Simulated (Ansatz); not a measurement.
Co, space group P6_3/mmc, a convergence test of the k-point mesh

With Ansatz's Python interface.

The cells in order, each with its output:

```python
import ansatz
```

```python
crystal = (
    ansatz.Lattice.from_parameters(2.470562, 2.470562, 8.088234, alpha=90, beta=90, gamma=120)
    .space_group(194)
    .atom("Co", (0.0, 0.0, 0.0))
    .atom("Co", (1 / 3, 2 / 3, 0.25))
    .moments(Co=3.2)
)
```

```python
[site.symbol for site in crystal.resolved().sites]
```

    ['Co', 'Co', 'Co', 'Co']

```python
setup = crystal.calculation()
setup = setup.spin("collinear")
setup = setup.occupations("fermi_dirac").functional("PBE")
setup = setup.basis(16 * ansatz.Ha)
```

```python
rows = []
for value in [0.8, 0.6, 0.5, 0.4, 0.33]:
    r = setup.kpoints(spacing=value).run(threads=1).report
    rows.append((value, r["free_energy_ev"] / len(r["lattice"]["sites"]), r["n_iterations"], r["magnetization_mub"], r["n_kpoints"]))
```

    DeckWarning: where an SCF of this run starts from atoms to list the orders of its open shells, Co (sites 0, 1, 2, 3, from 0) starts with 3.00 μB on its 3d shell, in the place of the 3.20 μB that the deck gives it: its open shells can hold no more by Hund's first rule. To start from spheres of the given moment, type scf.initial_density.shell_occupations: []

```python
print("spacing (1/A)   F/atom (eV)    iterations  moment (muB)      k-points")
for row in rows:
    print(f"{str(row[0]):>12s}  {row[1]:12.5f}  {row[2]:12d}  {row[3]:12.3f}  {row[4]:12d}")
```

    spacing (1/A)   F/atom (eV)    iterations  moment (muB)      k-points
             0.8   -5126.13061            14         6.853             4
             0.6   -5126.14176            13         6.869            10
             0.5   -5126.17557            13         6.503            14
             0.4   -5126.16102            14         6.469            20
            0.33   -5126.15767            14         6.282            24

```python
for row in rows[:-1]:
    shift = 1000 * (row[1] - rows[-1][1])
    print(f"{row[0]}: {shift:+.2f} meV/atom" + ("  (within 1 meV)" if abs(shift) < 1 else ""))
```

    0.8: +27.06 meV/atom
    0.6: +15.91 meV/atom
    0.5: -17.90 meV/atom
    0.4: -3.34 meV/atom

Reading the output:
- The magnetic order follows from the starting moments and needn't be the lowest.
- The overall sign of a collinear moment is arbitrary, and semilocal functionals can give small moments to compounds that are paramagnetic.
- Warnings are shown shortened and without file and line.
- Shifts are counted from the finest mesh, which is itself no proven limit.
- It ran for 34 s on 1 thread of Arm Neoverse V2, on a shared host, peak memory 0.49 GiB.
